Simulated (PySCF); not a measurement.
# C7H5F3 (benzotrifluoride): the cost of one run

Computed with PySCF 2.14.0 and routines of our own; the level stands in each step. Atoms count from 0.

### Step 1. The starting structure

15 atoms, charge 0, multiplicity 1; geometry from: GFN2-xTB.

### Step 2. Relaxing the molecule at PBE0-D3(BJ)/def2-SVP

Job settings and geometry (Å):

```
{"job": {"xc": "PBE0", "basis": "def2-SVP", "d3": "d3bj", "grid": 2, "kind": "geom"}, "charge": 0, "multiplicity": 1}
F      2.679595     0.359689    -1.173827
C      2.170828     0.035705     0.033182
F      2.671094     0.932076     0.898320
F      2.712805    -1.148933     0.357340
C      0.669078     0.007929     0.023891
C      0.007034    -1.169422    -0.297629
C     -1.376096    -1.185164    -0.322696
C     -2.089749    -0.033647    -0.034227
C     -1.423770     1.140299     0.277123
C     -0.040832     1.167397     0.305915
H      0.572083    -2.061838    -0.518732
H     -1.895025    -2.099041    -0.567841
H     -3.168894    -0.051333    -0.051831
H     -1.979930     2.038135     0.498601
H      0.487366     2.076137     0.550498
```

The run is started by

```sh
$ OMP_NUM_THREADS=1 python excited_run.py task.json out
```

This one command runs all jobs of the session in turn.

**Question.** How long does this first job take on 1 thread of Arm Neoverse V1, shared host, and how much memory does it need?

About 92 s, with a peak of 0.78 GiB.
